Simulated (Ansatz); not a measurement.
Run this with Ansatz 0.2.0, Python API and show what comes out.

The script, `ip_bfh3opsi.py`:
```python
"""Vertical ionisation energy of BFH3OPSi."""

import ansatz as az

BASIS_SET = "def2-SVP"
XC = "HF"


def total_energy(molecule, charge=0, unpaired=0):
    calc = (
        molecule.calculation()
        .basis(gaussian=BASIS_SET)
        .functional(XC)
    )
    if charge:
        calc = calc.charge(charge)
    if unpaired:
        calc = calc.spin("collinear", total=unpaired)
    report = calc.run(threads=1, backend="cpu").report
    if report["published_state_doubts"]:
        print("  doubts:", report["published_state_doubts"])
    return report["free_energy_ev"]

GEOMETRY = """
F    -0.07760    2.58620    0.10080
B     0.12590    1.23410    0.36470
O    -0.34880    0.33950    1.47390
P    -0.83610   -1.12410    0.75240
Si    0.15040   -0.28230   -0.87550
H     0.22540   -1.90370    1.20770
H     1.51260   -0.85790   -1.03130
H    -0.65950   -0.04900   -2.04850
"""

mol = az.Crystal.molecule()
for line in GEOMETRY.strip().splitlines():
    symbol, *xyz = line.split()
    mol = mol.atom(symbol, [float(v) for v in xyz])

# delta-SCF style differences, no relaxation
parent = total_energy(mol, 0, 0)
cation = total_energy(mol, 1, 1)
print(f"E(N)   = {parent:.5f} eV")
print(f"E(N-1) = {cation:.5f} eV  (1 unpaired)")
print(f"vertical ionisation energy {cation - parent:.3f} eV")
```

```console
$ python ip_bfh3opsi.py
E(N)   = -22587.37282 eV
E(N-1) = -22578.55164 eV  (1 unpaired)
vertical ionisation energy 8.821 eV
```

At this unrelaxed geometry removing an electron costs 8.82 eV.

Total energies depend on the basis set; only differences at equal settings carry meaning. The geometry is a force-field or estimated start, not a minimum of this method, and the basis set is short of its limit. All parts are taken at fixed geometry, without zero-point energy. At an unrelaxed start these energies can be a whole eV from those at the minimum, and a small affinity can change sign. Hartree-Fock leaves correlation out, so bond, atomisation and ionisation energies come out well too low. The whole script took 5.8 s on 1 thread of Arm Neoverse V2 (shared host), peak memory 0.28 GiB.
